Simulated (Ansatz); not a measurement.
# Al3CrB: the cost of one run

Computed with Ansatz 0.2.0 (DFT PBE, scalar-relativistic, plane waves, PAW, unless a step's input says otherwise).

### Step 1. The starting structure

Symmetry: Pm-3m, No. 221, cubic system. The conventional cell has a = 4.110 Å, b = 4.110 Å, c = 4.110 Å, α = 90.00°, β = 90.00°, γ = 90.00°. Al (site symmetry 4/mmm) is surrounded by 2 B at 2.05 Å. Cr (site symmetry m-3m) has 12 Al at 2.91 Å as nearest neighbours. B (site symmetry m-3m) is surrounded by 6 Al at 2.05 Å.

Structure file:

```
Al Cr B
1.0
     4.10980    0.00000    0.00000
     0.00000    4.10980    0.00000
     0.00000    0.00000    4.10980
Al Cr B
3 1 1
Direct
  0.00000 0.50000 0.50000
  0.50000 0.00000 0.50000
  0.50000 0.50000 0.00000
  0.00000 0.00000 0.00000
  0.50000 0.50000 0.50000
```

The cell is invented: species swapped into a database cell of Sc3SnB (Pm-3m, No. 221), with Al on the Sc sites and Cr on the Sn sites. Lengths come from tabulated atomic sizes and are only a guess.

### Step 2. Probe: one point on a coarse mesh

File input.yaml:

```yaml
crystal:
  lattice:
    - [4.10980297, 0.0, 0.0]
    - [0.0, 4.10980297, 0.0]
    - [0.0, 0.0, 4.10980297]
  atoms:
    - { symbol: Al, position: [0.0, 0.5, 0.5] }
    - { symbol: Al, position: [0.5, 0.0, 0.5] }
    - { symbol: Al, position: [0.5, 0.5, 0.0] }
    - { symbol: Cr, position: [0.0, 0.0, 0.0], spin: 3.0 }
    - { symbol: B, position: [0.5, 0.5, 0.5] }
basis:
  ecutwfc: 420
kpoints:
  mp_grid: { grid: [4, 4, 4] }
hamiltonian:
  xc: pbe
scf:
  occupations: { method: gaussian, width: 0.1 }
  lower_state_search: "off"
output:
  forces: true
  stress: true
  eigenvalues: true
  populations: true
magnetization:
  spin_polarized: true
```

The run is started by

```bash
$ ansatz run input.yaml --threads 1 --pin off --max-ram 2560MiB --backend cpu --events-out ev --progress --plain --runs-dir out
```

What time and memory should one allow on 1 thread of Intel Xeon 6975P-C (Granite Rapids), shared host?

About 1.7 s, with a peak of 0.35 GiB.
